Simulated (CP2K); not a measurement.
**GFN0-xTB run of C2H5FOSi2 (SMILES FC1=CO[SiH2][SiH2]1)**

Aim: the energy difference between two shapes of C2H5FOSi2 at GFN0-xTB, from 2 runs. 

The results are computed with CP2K 2026.2.

2 further runs of the same task are left out: 2 set aside as unsound or not needed.

### 1 The system as given

C2H5FOSi2 has 11 atoms, charge 0, and is taken as a singlet. SMILES: `FC1=CO[SiH2][SiH2]1`. Geometry: a rough force-field guess.

Bond lengths: F1–C2 1.396 Å, C2–C3 1.325 Å, C3–O4 1.330 Å, O4–Si5 1.750 Å, C2–Si6 1.853 Å, Si5–Si6 2.303 Å, C3–H7 1.142 Å, Si5–H8 1.507 Å, Si5–H9 1.504 Å, Si6–H10 1.495 Å, Si6–H11 1.464 Å. Some angles: F1–C2–C3 119.9°, F1–C2–Si6 122.6°, C3–C2–Si6 117.5°, C2–C3–O4 128.2°, C3–O4–Si5 111.2°, O4–Si5–Si6 97.2°, C2–Si6–Si5 85.7°, C2–C3–H7 123.0°, O4–C3–H7 108.7°, O4–Si5–H8 107.9°.

### 2 Energy and gradient at GFN0-xTB

File job.inp:

```
&FORCE_EVAL
 METHOD Quickstep
 &DFT
  CHARGE 0
  MULTIPLICITY 1
  &QS
   METHOD XTB
   EPS_DEFAULT 1.0E-10
   &XTB
    GFN_TYPE 0
    CHECK_ATOMIC_CHARGES F
   &END XTB
  &END QS
  ! no periodic images
  &POISSON
   PERIODIC NONE
   POISSON_SOLVER ANALYTIC
  &END POISSON
  ! self-consistent field
  &SCF
   SCF_GUESS ATOMIC
   EPS_SCF 1.0E-07
   MAX_SCF 150
   ADDED_MOS 4
   &DIAGONALIZATION
    ALGORITHM STANDARD
   &END DIAGONALIZATION
   &MIXING
    METHOD DIRECT_P_MIXING
    ALPHA 0.4
   &END MIXING
   &SMEAR ON
    METHOD FERMI_DIRAC
    ELECTRONIC_TEMPERATURE [K] 300
   &END SMEAR
  &END SCF
  &PRINT
   &MOMENTS
    PERIODIC F
    REFERENCE COM
    MAX_MOMENT 1
   &END MOMENTS
   &MO ON
    ENERGIES T
    OCCUPATION_NUMBERS T
    NDIGITS 6
    &EACH
     QS_SCF 0
    &END EACH
    ADD_LAST NUMERIC
   &END MO
   &HIRSHFELD OFF
   &END HIRSHFELD
  &END PRINT
 &END DFT
 ! structure
 &SUBSYS
  ! vacuum box
  &CELL
   ABC [angstrom] 20.4 19.5 19.9
   PERIODIC NONE
  &END CELL
  &COORD
   F     12.144250     8.154800     8.924500
   C     11.166550     8.782100     9.698900
   C     11.416450     9.079100    10.965600
   O     10.621450     9.688800    11.840600
   Si     9.048150    10.015200    11.146100
   Si     9.492250     9.214900     9.032600
   H     12.424150     8.878100    11.464200
   H      8.831850    11.506100    11.168700
   H      7.975850     9.282600    11.904800
   H      8.698050     7.993900     8.694400
   H      9.518550    10.247000     7.995200
  &END COORD
 &END SUBSYS
 ! extra output
 &PRINT
  &FORCES ON
  &END FORCES
 &END PRINT
&END FORCE_EVAL
&GLOBAL
 PROJECT_NAME job
 RUN_TYPE ENERGY_FORCE
 PRINT_LEVEL MEDIUM
&END GLOBAL
```

Run with:

```bash
OMP_NUM_THREADS=1 cp2k.psmp -i job.inp -o job.out
```

Output:

```text
CP2K| version string:                                       CP2K version 2026.2
[...]
 GLOBAL| Method name                                                        CP2K
[...]
 GLOBAL| Run type                                                   ENERGY_FORCE
[...]
                             - Atoms:                                         11
[...]
                             - Spherical basis functions:                     44
[...]
 Number of electrons:                                                         34
[...]
  Fermi energy:                                                -0.29347756872999
[...]
 TB_DIPOLE| Moment [Debye]         -3.10589960       1.74981759       1.70060647
 TB_DIPOLE| Derivative [a.u.]       0.00000000       0.00000000       0.00000000
[...]
 ENERGY| Total FORCE_EVAL ( QS ) energy [hartree]            -17.702470242524583
 FORCES| Atomic forces [hartree/bohr]
 FORCES|   Atom     x               y               z               |f|
 FORCES|      1 -2.23764058E-02  1.66861846E-02  2.48318809E-02   3.73597993E-02
 FORCES|      2  1.02409660E-02 -1.65894326E-02 -3.84520062E-02   4.31119872E-02
 FORCES|      3  4.05864358E-02 -4.62704781E-04  3.38145784E-02   5.28289559E-02
 FORCES|      4 -3.18402422E-02  2.29987514E-03 -2.09056230E-02   3.81593439E-02
 FORCES|      5  6.20758901E-03  3.28785927E-03  9.55581129E-03   1.18599203E-02
 FORCES|      6 -7.07320799E-03 -3.47835544E-03  6.36610486E-03   1.01319553E-02
 FORCES|      7 -1.65341113E-02  9.16027123E-05 -1.35770913E-02   2.13944534E-02
 FORCES|      8  8.71598417E-04 -1.51306558E-02  4.91692918E-03   1.59333807E-02
 FORCES|      9  1.17707623E-02  1.05345222E-02 -4.18189655E-03   1.63406016E-02
 FORCES|     10  8.20423906E-03  1.11391494E-02 -2.73493104E-03   1.41021288E-02
 FORCES|     11 -5.76231994E-05 -8.37804467E-03  3.66243421E-04   8.38624392E-03
 FORCES| Sum     6.58652820E-18  9.19403442E-17  6.89769422E-16
 FORCES| Total atomic force                                       6.95901045E-16
[...]
```

Run time: 0.94 s. Hardware: 1 thread of Intel Xeon 6975P-C (Granite Rapids), shared host; peak memory 0.19 GiB.

### 3 The distorted shape, same level

File run.inp:

```
&GLOBAL
   PROJECT_NAME run
   RUN_TYPE ENERGY_FORCE
   PRINT_LEVEL MEDIUM
&END GLOBAL
&FORCE_EVAL
   METHOD Quickstep
   &DFT
      # Quickstep
      &QS
         METHOD XTB
         EPS_DEFAULT 1.0E-10
         &XTB
            GFN_TYPE 0
            CHECK_ATOMIC_CHARGES F
         &END XTB
      &END QS
      &POISSON
         PERIODIC NONE
         POISSON_SOLVER ANALYTIC
      &END POISSON
      # self-consistent field
      &SCF
         SCF_GUESS ATOMIC
         EPS_SCF 1.0E-07
         MAX_SCF 150
         ADDED_MOS 4
         &DIAGONALIZATION
            ALGORITHM STANDARD
         &END DIAGONALIZATION
         &MIXING
            METHOD DIRECT_P_MIXING
            ALPHA 0.4
         &END MIXING
         &SMEAR ON
            METHOD FERMI_DIRAC
            ELECTRONIC_TEMPERATURE [K] 300
         &END SMEAR
      &END SCF
      &PRINT
         &MOMENTS
            PERIODIC F
            REFERENCE COM
            MAX_MOMENT 1
         &END MOMENTS
         &MO ON
            ENERGIES T
            OCCUPATION_NUMBERS T
            NDIGITS 6
            &EACH
               QS_SCF 0
            &END EACH
            ADD_LAST NUMERIC
         &END MO
         &HIRSHFELD OFF
         &END HIRSHFELD
      &END PRINT
   &END DFT
   &SUBSYS
      # box in angstrom
      &CELL
         ABC 20.5 19.6 19.8
         PERIODIC NONE
      &END CELL
      &COORD
         F     12.097293     8.217860     8.958621
         C     11.282852     8.793608     9.595936
         C     11.500339     9.258848    10.924208
         O     10.727894     9.675007    11.804292
         Si     8.914347     9.954646    11.113169
         Si     9.332161     9.318190     8.892726
         H     12.488234     8.805517    11.325523
         H      8.837261    11.575073    11.019644
         H      8.011766     9.329699    11.812553
         H      8.559825     8.024927     8.349621
         H      9.552224    10.350517     7.987447
      &END COORD
   &END SUBSYS
   # extra output
   &PRINT
      &FORCES ON
      &END FORCES
   &END PRINT
&END FORCE_EVAL
```

Run with:

```bash
OMP_NUM_THREADS=1 cp2k.psmp -i run.inp > run.out 2>&1
```

Output:

```text
CP2K| version string:                                       CP2K version 2026.2
[...]
 GLOBAL| Method name                                                        CP2K
[...]
 GLOBAL| Run type                                                   ENERGY_FORCE
[...]
                             - Atoms:                                         11
[...]
                             - Spherical basis functions:                     44
[...]
 Number of electrons:                                                         34
[...]
  Fermi energy:                                                -0.30538181884108
[...]
 TB_DIPOLE| Moment [Debye]         -5.27206072       1.19675128       0.93199989
 TB_DIPOLE| Derivative [a.u.]       0.00000000       0.00000000       0.00000000
[...]
 ENERGY| Total FORCE_EVAL ( QS ) energy [hartree]            -17.615925294495582
 FORCES| Atomic forces [hartree/bohr]
 FORCES|   Atom     x               y               z               |f|
 FORCES|      1  1.53519822E-01 -1.00879441E-01 -1.09527354E-01   2.13872015E-01
 FORCES|      2 -1.96935199E-01  1.33527546E-01  1.35785173E-01   2.73953813E-01
 FORCES|      3  7.04305333E-02 -7.44886460E-02 -7.76477704E-02   1.28600912E-01
 FORCES|      4 -6.93549328E-02  3.26852036E-02  3.26742763E-02   8.33428915E-02
 FORCES|      5  6.46614612E-02  5.48399632E-02 -5.66393488E-02   1.01963434E-01
 FORCES|      6  2.08312354E-02 -3.96577107E-02  3.71641455E-02   5.82052240E-02
 FORCES|      7 -1.19492799E-02  1.66767314E-02 -3.09748417E-03   2.07483269E-02
 FORCES|      8  1.38712201E-04 -2.93249595E-02  7.80384863E-03   3.03458819E-02
 FORCES|      9 -4.66996157E-02 -2.88486624E-02  4.35597857E-02   7.00753477E-02
 FORCES|     10  1.61487468E-02  2.51487216E-02  6.44056032E-03   3.05732078E-02
 FORCES|     11 -7.91483560E-04  1.03212530E-02 -1.65158317E-02   1.94917266E-02
 FORCES| Sum    -1.82145965E-17 -8.67361738E-17  1.04083409E-17
 FORCES| Total atomic force                                       8.92371499E-17
[...]
```

It took 1 s on 1 thread of Intel Xeon 6975P-C (Granite Rapids), shared host; peak memory 0.18 GiB.

### 4 Summary of results

At GFN0-xTB:

```
                                                  quantity          value
                                 first shape: total energy   -17.70247 Eh
    first shape: dipole moment (from atomic charges alone)         3.95 D
                                  first shape: HOMO energy      -10.13 eV
                                  first shape: LUMO energy       -7.11 eV
                                first shape: HOMO–LUMO gap        3.03 eV
                            first shape: dispersion energy  -10.48 kJ/mol
                     first shape: largest force on an atom     2.717 eV/Å
                             distorted shape: total energy   -17.61593 Eh
distorted shape: dipole moment (from atomic charges alone)         5.49 D
                              distorted shape: HOMO energy       -9.72 eV
                              distorted shape: LUMO energy       -7.43 eV
                            distorted shape: HOMO–LUMO gap        2.29 eV
                        distorted shape: dispersion energy  -10.52 kJ/mol
                 distorted shape: largest force on an atom    14.087 eV/Å
                    energy change with the atoms displaced       2.355 eV
```

With the atoms displaced the energy rises by 2.36 eV (227 kJ/mol). The first shape isn't relaxed at this level, so the change isn't measured from a minimum. The largest force (first shape) is 2.72 eV/Å: the shape isn't a stationary point for this species at this level. The dipole (first shape) comes from point charges on the atoms alone, without atomic dipoles, so it is partial. The dipole (distorted shape) comes from point charges on the atoms alone, without atomic dipoles, so it is partial.
